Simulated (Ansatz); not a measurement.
Born–Oppenheimer molecular dynamics of a periodic cell of 16 atoms, Li (start crystal Li, start structure bcc, volume 1 times the crystal's). It starts from a structure without forces on its atoms.

Level of theory: Ansatz 0.2.0, DFT PBE, scalar-relativistic, plane waves, PAW. Settings: accuracy low, cutoff 420 eV, k mesh 3x3x3, fermi-dirac smearing 0.16 eV, no spin polarisation.

```json
{
  "ensemble": "NVT, Langevin thermostat",
  "time step": "1.5 fs",
  "steps asked": "90",
  "set temperature": "1800 K",
  "friction": "0.02 /fs",
  "seed": "825585"
}
```

Frames 1.5 fs apart, positions in Å, forces in eV/Å.

Velocities at 30.0 fs (Å/ps):

```
Li -17.66 18.36 -5.36
Li 14.49 -0.31 -5.42
Li -11.95 2.08 17.67
Li 22.34 9.36 3.41
Li 18.41 -9.78 9.72
Li -3.77 3.99 2.65
Li -2.23 6.79 -8.39
Li 7.34 -14.22 5.98
Li 18.72 -9.55 4.30
Li 7.38 11.61 -11.34
Li 5.40 17.57 21.21
Li -7.61 12.90 -0.70
Li 12.71 -1.00 6.33
Li 10.20 14.99 -5.38
Li 7.41 7.22 -1.78
Li 22.69 -5.48 -14.53
```

```xyz
16
Lattice="6.9800 0.0000 0.0000 0.0000 6.9800 0.0000 0.0000 0.0000 6.9800" Properties=species:S:1:pos:R:3:forces:R:3 time_fs=30.0 energy_less_start_eV=2.483 T=1073
Li -0.329 0.147 0.189 0.46 0.40 -0.53
Li 3.973 0.015 -0.089 -0.66 -0.54 -0.95
Li 0.162 3.940 0.386 -0.23 -0.61 -0.32
Li 0.662 0.032 3.498 -0.55 0.26 -0.28
Li 1.950 1.606 1.534 -0.32 -0.03 0.07
Li 3.357 3.792 0.354 0.68 0.31 0.04
Li 3.843 0.186 3.359 -0.44 -0.45 0.30
Li 4.571 1.505 1.451 0.81 1.08 0.42
Li 0.478 2.967 3.678 -0.48 0.26 -0.25
Li 1.828 5.668 1.150 0.23 0.21 0.60
Li 2.225 2.370 5.892 -0.38 -0.73 -0.39
Li 3.000 3.395 3.561 0.44 0.38 -0.43
Li 5.416 5.489 1.616 -0.17 -0.31 0.71
Li 5.080 1.933 4.911 0.24 0.02 0.37
Li 1.606 5.547 5.181 0.30 -0.36 0.43
Li 5.287 4.957 4.918 0.06 0.12 0.19
16
Lattice="6.9800 0.0000 0.0000 0.0000 6.9800 0.0000 0.0000 0.0000 6.9800" Properties=species:S:1:pos:R:3:forces:R:3 time_fs=31.5 energy_less_start_eV=2.582 T=918
Li -0.352 0.173 0.182 0.54 0.38 -0.52
Li 3.998 0.017 -0.101 -0.68 -0.55 -0.95
Li 0.142 3.945 0.407 -0.16 -0.62 -0.33
Li 0.689 0.048 3.500 -0.57 0.24 -0.28
Li 1.976 1.592 1.547 -0.35 -0.01 0.04
Li 3.348 3.794 0.359 0.74 0.34 0.09
Li 3.841 0.200 3.352 -0.42 -0.48 0.36
Li 4.580 1.490 1.463 0.81 1.12 0.40
Li 0.509 2.952 3.683 -0.51 0.26 -0.24
Li 1.842 5.687 1.133 0.19 0.20 0.58
Li 2.233 2.392 5.923 -0.40 -0.77 -0.46
Li 2.992 3.411 3.557 0.49 0.38 -0.41
Li 5.435 5.485 1.623 -0.20 -0.27 0.72
Li 5.095 1.952 4.907 0.21 0.02 0.35
Li 1.617 5.558 5.178 0.28 -0.37 0.45
Li 5.323 4.955 4.901 0.04 0.14 0.20
16
Lattice="6.9800 0.0000 0.0000 0.0000 6.9800 0.0000 0.0000 0.0000 6.9800" Properties=species:S:1:pos:R:3:forces:R:3 time_fs=33.0 energy_less_start_eV=2.662 T=860
Li -0.375 0.200 0.175 0.63 0.35 -0.50
Li 4.024 0.023 -0.116 -0.71 -0.56 -0.94
Li 0.124 3.946 0.420 -0.11 -0.63 -0.33
Li 0.707 0.068 3.494 -0.58 0.20 -0.26
Li 2.001 1.574 1.557 -0.37 0.02 0.01
Li 3.338 3.792 0.366 0.80 0.38 0.14
Li 3.844 0.220 3.348 -0.41 -0.51 0.41
Li 4.589 1.485 1.472 0.80 1.15 0.38
Li 0.535 2.935 3.693 -0.54 0.26 -0.24
Li 1.857 5.705 1.121 0.14 0.19 0.56
Li 2.241 2.412 5.951 -0.43 -0.80 -0.53
Li 2.988 3.422 3.553 0.52 0.38 -0.39
Li 5.451 5.480 1.634 -0.23 -0.23 0.72
Li 5.103 1.971 4.908 0.19 0.02 0.34
Li 1.635 5.567 5.175 0.26 -0.37 0.44
Li 5.360 4.962 4.890 0.03 0.14 0.19
16
Lattice="6.9800 0.0000 0.0000 0.0000 6.9800 0.0000 0.0000 0.0000 6.9800" Properties=species:S:1:pos:R:3:forces:R:3 time_fs=34.5 energy_less_start_eV=2.714 T=933
Li -0.396 0.232 0.169 0.72 0.30 -0.48
Li 4.052 0.033 -0.133 -0.74 -0.57 -0.91
Li 0.110 3.946 0.436 -0.06 -0.62 -0.33
Li 0.719 0.087 3.481 -0.59 0.14 -0.22
Li 2.020 1.553 1.566 -0.37 0.06 -0.02
Li 3.332 3.792 0.373 0.85 0.42 0.19
Li 3.849 0.241 3.347 -0.40 -0.53 0.43
Li 4.607 1.490 1.478 0.78 1.16 0.38
Li 0.552 2.916 3.705 -0.55 0.27 -0.23
Li 1.875 5.721 1.115 0.10 0.18 0.54
Li 2.254 2.429 5.977 -0.46 -0.84 -0.58
Li 2.984 3.430 3.550 0.54 0.38 -0.39
Li 5.461 5.472 1.652 -0.24 -0.17 0.69
Li 5.103 1.989 4.910 0.18 0.03 0.33
Li 1.661 5.577 5.177 0.23 -0.34 0.42
Li 5.394 4.971 4.879 0.01 0.14 0.19
16
Lattice="6.9800 0.0000 0.0000 0.0000 6.9800 0.0000 0.0000 0.0000 6.9800" Properties=species:S:1:pos:R:3:forces:R:3 time_fs=36.0 energy_less_start_eV=2.736 T=961
Li -0.408 0.268 0.163 0.79 0.24 -0.45
Li 4.081 0.039 -0.154 -0.76 -0.57 -0.86
Li 0.089 3.949 0.456 0.01 -0.61 -0.34
Li 0.730 0.105 3.467 -0.60 0.08 -0.17
Li 2.040 1.535 1.577 -0.36 0.10 -0.05
Li 3.326 3.791 0.374 0.89 0.46 0.24
Li 3.856 0.260 3.350 -0.39 -0.55 0.44
Li 4.630 1.502 1.484 0.74 1.14 0.36
Li 0.561 2.895 3.712 -0.55 0.28 -0.22
Li 1.896 5.742 1.107 0.07 0.15 0.51
Li 2.264 2.445 5.997 -0.50 -0.87 -0.63
Li 2.982 3.439 3.550 0.54 0.38 -0.39
Li 5.466 5.457 1.675 -0.26 -0.09 0.66
Li 5.103 2.003 4.910 0.18 0.05 0.33
Li 1.687 5.587 5.184 0.21 -0.32 0.38
Li 5.428 4.981 4.867 0.00 0.14 0.20
16
Lattice="6.9800 0.0000 0.0000 0.0000 6.9800 0.0000 0.0000 0.0000 6.9800" Properties=species:S:1:pos:R:3:forces:R:3 time_fs=37.5 energy_less_start_eV=2.754 T=916
Li -0.418 0.309 0.155 0.85 0.19 -0.41
Li 4.110 0.040 -0.177 -0.78 -0.55 -0.80
Li 0.067 3.957 0.475 0.08 -0.62 -0.36
Li 0.736 0.119 3.450 -0.60 0.02 -0.14
Li 2.069 1.516 1.587 -0.37 0.15 -0.08
Li 3.321 3.785 0.366 0.93 0.50 0.28
Li 3.865 0.272 3.357 -0.38 -0.56 0.43
Li 4.651 1.519 1.491 0.70 1.10 0.35
Li 0.563 2.871 3.719 -0.52 0.30 -0.22
Li 1.919 5.761 1.100 0.03 0.12 0.49
Li 2.270 2.457 6.004 -0.54 -0.91 -0.65
Li 2.984 3.452 3.555 0.53 0.39 -0.39
Li 5.466 5.442 1.693 -0.28 -0.01 0.63
Li 5.105 2.011 4.907 0.17 0.07 0.32
Li 1.704 5.599 5.189 0.18 -0.30 0.35
Li 5.462 4.991 4.852 -0.01 0.13 0.20
16
Lattice="6.9800 0.0000 0.0000 0.0000 6.9800 0.0000 0.0000 0.0000 6.9800" Properties=species:S:1:pos:R:3:forces:R:3 time_fs=39.0 energy_less_start_eV=2.765 T=964
Li -0.431 0.355 0.147 0.92 0.14 -0.38
Li 4.139 0.042 -0.196 -0.80 -0.54 -0.74
Li 0.051 3.967 0.488 0.13 -0.61 -0.37
Li 0.737 0.126 3.433 -0.61 -0.02 -0.12
Li 2.106 1.494 1.594 -0.38 0.20 -0.10
Li 3.321 3.776 0.354 0.94 0.53 0.30
Li 3.875 0.282 3.361 -0.37 -0.57 0.43
Li 4.675 1.541 1.500 0.68 1.07 0.34
Li 0.567 2.848 3.728 -0.50 0.31 -0.23
Li 1.941 5.779 1.095 0.01 0.08 0.47
Li 2.275 2.458 6.000 -0.57 -0.94 -0.65
Li 2.987 3.471 3.562 0.52 0.39 -0.41
Li 5.461 5.433 1.711 -0.29 0.04 0.59
Li 5.106 2.017 4.902 0.16 0.10 0.32
Li 1.711 5.614 5.191 0.17 -0.29 0.34
Li 5.495 4.998 4.842 -0.02 0.12 0.21
16
Lattice="6.9800 0.0000 0.0000 0.0000 6.9800 0.0000 0.0000 0.0000 6.9800" Properties=species:S:1:pos:R:3:forces:R:3 time_fs=40.5 energy_less_start_eV=2.754 T=1125
Li -0.448 0.401 0.139 1.01 0.09 -0.34
Li 4.166 0.043 -0.215 -0.83 -0.53 -0.69
Li 0.041 3.974 0.496 0.17 -0.60 -0.37
Li 0.737 0.131 3.412 -0.62 -0.05 -0.10
Li 2.139 1.476 1.602 -0.39 0.26 -0.13
Li 3.323 3.766 0.337 0.94 0.55 0.31
Li 3.878 0.291 3.361 -0.35 -0.58 0.45
Li 4.699 1.563 1.512 0.64 1.04 0.33
Li 0.571 2.825 3.735 -0.47 0.32 -0.24
Li 1.962 5.796 1.092 -0.01 0.04 0.44
Li 2.275 2.449 5.989 -0.58 -0.96 -0.63
Li 2.996 3.500 3.573 0.48 0.38 -0.42
Li 5.454 5.425 1.736 -0.28 0.08 0.54
Li 5.102 2.031 4.895 0.16 0.10 0.31
Li 1.719 5.633 5.192 0.16 -0.27 0.33
Li 5.536 5.000 4.839 -0.03 0.13 0.21
16
Lattice="6.9800 0.0000 0.0000 0.0000 6.9800 0.0000 0.0000 0.0000 6.9800" Properties=species:S:1:pos:R:3:forces:R:3 time_fs=42.0 energy_less_start_eV=2.727 T=1274
Li -0.464 0.445 0.129 1.07 0.05 -0.32
Li 4.188 0.042 -0.236 -0.84 -0.52 -0.62
Li 0.036 3.975 0.504 0.19 -0.58 -0.36
Li 0.741 0.140 3.387 -0.63 -0.11 -0.08
Li 2.165 1.461 1.613 -0.39 0.32 -0.17
Li 3.327 3.756 0.314 0.93 0.57 0.32
Li 3.869 0.300 3.361 -0.32 -0.59 0.47
Li 4.721 1.586 1.526 0.61 1.00 0.32
Li 0.571 2.796 3.743 -0.43 0.35 -0.25
Li 1.981 5.811 1.088 -0.03 0.01 0.41
Li 2.271 2.436 5.976 -0.59 -0.96 -0.59
Li 3.009 3.535 3.584 0.43 0.38 -0.43
Li 5.448 5.418 1.766 -0.27 0.11 0.49
Li 5.092 2.046 4.884 0.16 0.10 0.30
Li 1.731 5.658 5.196 0.15 -0.26 0.31
Li 5.586 5.000 4.840 -0.04 0.13 0.20
16
Lattice="6.9800 0.0000 0.0000 0.0000 6.9800 0.0000 0.0000 0.0000 6.9800" Properties=species:S:1:pos:R:3:forces:R:3 time_fs=43.5 energy_less_start_eV=2.675 T=1352
Li -0.472 0.486 0.111 1.10 0.02 -0.29
Li 4.201 0.043 -0.263 -0.82 -0.50 -0.55
Li 0.034 3.966 0.511 0.19 -0.54 -0.33
Li 0.750 0.152 3.363 -0.65 -0.18 -0.05
Li 2.189 1.447 1.620 -0.37 0.39 -0.21
Li 3.330 3.750 0.290 0.93 0.57 0.32
Li 3.850 0.308 3.368 -0.29 -0.59 0.48
Li 4.743 1.607 1.544 0.58 0.94 0.30
Li 0.570 2.764 3.751 -0.38 0.38 -0.25
Li 2.001 5.828 1.083 -0.05 -0.03 0.39
Li 2.266 2.424 5.957 -0.59 -0.97 -0.55
Li 3.024 3.572 3.597 0.38 0.37 -0.45
Li 5.437 5.412 1.801 -0.25 0.13 0.41
Li 5.080 2.062 4.872 0.16 0.11 0.30
Li 1.742 5.681 5.207 0.13 -0.24 0.28
Li 5.639 5.000 4.840 -0.06 0.14 0.20
16
Lattice="6.9800 0.0000 0.0000 0.0000 6.9800 0.0000 0.0000 0.0000 6.9800" Properties=species:S:1:pos:R:3:forces:R:3 time_fs=45.0 energy_less_start_eV=2.605 T=1408
Li -0.479 0.519 0.085 1.11 -0.01 -0.26
Li 4.202 0.051 -0.294 -0.78 -0.47 -0.47
Li 0.036 3.950 0.516 0.18 -0.48 -0.30
Li 0.757 0.164 3.336 -0.65 -0.24 -0.01
Li 2.211 1.431 1.619 -0.35 0.46 -0.24
Li 3.335 3.746 0.267 0.92 0.56 0.32
Li 3.833 0.312 3.381 -0.26 -0.58 0.48
Li 4.768 1.628 1.564 0.56 0.87 0.28
Li 0.570 2.732 3.762 -0.35 0.41 -0.26
Li 2.028 5.844 1.079 -0.08 -0.08 0.38
Li 2.254 2.415 5.939 -0.58 -0.97 -0.51
Li 3.038 3.608 3.610 0.32 0.36 -0.46
Li 5.423 5.411 1.844 -0.22 0.14 0.32
Li 5.070 2.081 4.864 0.16 0.11 0.29
Li 1.750 5.699 5.219 0.10 -0.22 0.24
Li 5.691 5.000 4.838 -0.08 0.14 0.21
16
Lattice="6.9800 0.0000 0.0000 0.0000 6.9800 0.0000 0.0000 0.0000 6.9800" Properties=species:S:1:pos:R:3:forces:R:3 time_fs=46.5 energy_less_start_eV=2.533 T=1471
Li -0.488 0.544 0.054 1.10 -0.03 -0.22
Li 4.194 0.059 -0.325 -0.73 -0.44 -0.39
Li 0.043 3.929 0.524 0.17 -0.41 -0.26
Li 0.761 0.174 3.306 -0.66 -0.31 0.02
Li 2.230 1.419 1.619 -0.32 0.52 -0.28
Li 3.343 3.746 0.243 0.92 0.54 0.31
Li 3.820 0.313 3.392 -0.23 -0.55 0.48
Li 4.793 1.655 1.586 0.53 0.80 0.25
Li 0.565 2.698 3.768 -0.31 0.45 -0.27
Li 2.060 5.860 1.077 -0.11 -0.13 0.36
Li 2.238 2.410 5.923 -0.57 -0.95 -0.46
Li 3.049 3.643 3.621 0.27 0.34 -0.47
Li 5.408 5.415 1.892 -0.19 0.13 0.21
Li 5.059 2.102 4.854 0.16 0.11 0.28
Li 1.758 5.715 5.229 0.08 -0.20 0.21
Li 5.744 4.999 4.835 -0.09 0.14 0.22
```

Of the whole run (135 fs, mean temperature of the second half 1522 K): The mean temperature of the second half is 15 % below the set value. A run of 0.14 ps of so small a system gives no equilibrium averages. Limits of this set-up: coarse k mesh, low accuracy level.

Time of the run: 18 min on 1 thread of Arm Neoverse V1 (shared host), peak memory 0.56 GiB.
